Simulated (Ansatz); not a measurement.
# B₃H₉P₂, SMILES B[PH+]1[BH2-][PH2+][BH2-]1: a comparison of dispersion corrections

Computed with the Python package of Ansatz (0.2.0).

Typed at the interpreter:
```pycon
>>> import warnings
>>> import ansatz
>>> from ase import Atoms
>>> BASIS_SET = "def2-SVP"
>>> warnings.simplefilter("ignore", ansatz.DeckWarning)
>>> atoms = Atoms(["B", "P", "B", "P", "B", "H", "H", "H", "H", "H", "H", "H", "H", "H"], positions=[
...     (1.4806, 1.4084, -1.1995),
...     (0.1746, 1.0635, 0.1131),
...     (-1.2351, -0.0263, -0.5266),
...     (-0.8625, -1.586, 0.4816),
...     (0.5462, -0.4941, 1.1229),
...     (1.8997, 2.5031, -1.3415),
...     (1.8792, 0.5288, -1.8793),
...     (-0.2472, 2.1651, 0.8808),
...     (-1.1284, -0.2342, -1.6948),
...     (-2.2961, 0.4299, -0.2356),
...     (-0.4121, -2.6598, -0.3092),
...     (-1.8386, -1.859, 1.4582),
...     (1.6085, -0.9529, 0.8398),
...     (0.4312, -0.2863, 2.2901),
... ])
>>> geometry = ansatz.Crystal.molecule_from_ase(atoms)
>>> model = geometry.calculation()
>>> model = model.basis(gaussian=BASIS_SET)
>>> model = model.accuracy("high")
>>> for name in ["pbe", "blyp"]:
...     for correction in ("d3bj", "d4"):
...         report = model.functional(name, dispersion=correction).run(threads=1).report
...         print(f"{name:8s} {correction:5s} total {report['free_energy_ev']:.5f} eV, of which dispersion {1000 * report['dispersion']['energy']['ev']:.2f} meV")
...
pbe      d3bj  total -20732.21974 eV, of which dispersion -408.91 meV
pbe      d4    total -20732.21372 eV, of which dispersion -402.89 meV
blyp     d3bj  total -20742.75980 eV, of which dispersion -899.84 meV
blyp     d4    total -20742.74060 eV, of which dispersion -880.65 meV
```

These settings explore the input space; basis and method may be short of convergence. The geometry is a force-field or estimated start, not a minimum of this method, and the basis set is short of its limit. D4 holds the three-body term, and d3bj doesn't. The whole script took 23 s on 1 thread of AMD EPYC 9B45 (Zen 5) (shared host), peak memory 0.51 GiB.
